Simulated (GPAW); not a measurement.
NaCu:

```
Na Cu
1.0
     2.94224    0.00000    0.00000
     0.00000    2.94224    0.00000
     0.00000    0.00000    4.04091
Na Cu
1 1
Direct
  0.00000 0.00000 0.00000
  0.50000 0.50000 0.50000
```

The cell was built by a generator and needn't be a form met in nature.

Base run:

* Program: GPAW 26.7.0
* Functional: BLYP
* Potentials or basis: PAW data sets generated in the run's folder for this functional
* Cutoff: 800 eV
* Basis: pw
* k mesh: 9 × 9 × 7
* Occupations: fermi-dirac, width 0.05 eV
* Spin: no spin polarisation

Its results: pressure 4.4 GPa.

Problem. After a change of settings the same cell gave: pressure 0.7 GPa. Which change was it?
A. functional from BLYP to LDA; potentials or basis from PAW data sets generated in the run's folder for this functional to the program's PAW data sets (release 1.2.1) made for this functional
B. functional from BLYP to revPBE; potentials or basis from PAW data sets generated in the run's folder for this functional to the program's PAW data sets (release 1.2.1) made for this functional
C. functional from BLYP to PBEsol
D. functional from BLYP to PBE; potentials or basis from PAW data sets generated in the run's folder for this functional to GPAW PAW data sets (gpaw-data 1.2.1)

Solution. C.

PBEsol binds more tightly than BLYP, so the same cell stands under less pressure.

Caveats: with this Cu data set, volumes or pressures lay over 1.5 % or 2 GPa off other programs in two to four cells of ten.

Not every run made on this cell is shown here.
